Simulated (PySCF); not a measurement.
# A diatomic session: AlI−

The task here is to estimate one member of a computed series from the others.

Program: PySCF 2.14.0. Level of theory: Al def2-SVPD, I def2-SVPD with ECP28, scalar-relativistic core potentials. These are calculated values, not measurements.

2 further runs of the same task are left out: 1 that didn't finish, 1 set aside as unsound or not needed.

The first run:

The job is set up so:

```
atoms                         : Al, I
charge                        : -1
basis                         : Al def2-SVPD, I def2-SVPD with ECP28
Hamiltonian                   : scalar-relativistic core potentials
basis functions               : 59
electrons treated             : 39
masses in u                   : 26.9815, 126.9045
levels                        : PBE0, PBE, r²SCAN, TPSS, B3LYP, PW91, ωB97X, HF, MP2, SCS-MP2
grid                          : 80 radial by 434 angular points
occupations                   : held fixed by the projection of orbital angular momentum
dissociation limit            : Al + I−, each in its ground configuration
starting distance in angstrom : 2.605
values of 2S to try           : 1, 3
```

Command:

```bash
OMP_NUM_THREADS=1 python dia.py task.json out
```

Among the steps run: The job; PBE0 along the bond; Excited determinants; PBE (GGA); r²SCAN; TPSS (meta-GGA); B3LYP (global hybrid GGA); PW91 (GGA); ωB97X; UHF (mean field).

One of the session's tables, all rows but one given; the rest of the session is left out.

Energy (eV) from each level's lowest point:

| R (Å) | UHF | UHF-MP2 | UHF-SCS-MP2 | PBE | PW91 |
| --- | --- | --- | --- | --- | --- |
| 2.422 | 0.562 | 0.447 | 0.477 | 0.417 | 0.414 |
| 2.534 | 0.285 | 0.202 | 0.224 | 0.180 | 0.179 |
| 2.647 | 0.124 | 0.069 | 0.084 | 0.055 | 0.055 |
| 2.732 | 0.055 | 0.020 | 0.029 | 0.012 | 0.012 |
| 2.816 | 0.016 | 0.000 | 0.004 | 0.000 | 0.000 |
| 2.901 | 0.000 | 0.001 | 0.000 | 0.010 | 0.010 |
| 3.013 | 0.002 | 0.025 | 0.017 | 0.047 | 0.047 |
| 3.154 | 0.027 | 0.075 | 0.060 | 0.116 | 0.116 |
| 3.323 | ? | ? | ? | ? | ? |
| 3.548 | 0.147 | 0.254 | 0.221 | 0.351 | 0.352 |

**Question.** Estimate the row for R (Å) = 3.323.

Worked estimate for «UHF». A straight line through the neighbours (3.154, 0.027) and (3.548, 0.147) gives 0.027 + (0.147 − 0.027) × (3.323 − 3.154) / (3.548 − 3.154) = 0.078; a parabola fitted to 3 rows on both sides gives 0.069.

The run gave: UHF: 0.074; UHF-MP2: 0.150; UHF-SCS-MP2: 0.126; PBE: 0.215; PW91: 0.215. In «UHF» the line misses by +0.004 and the parabola by -0.005.
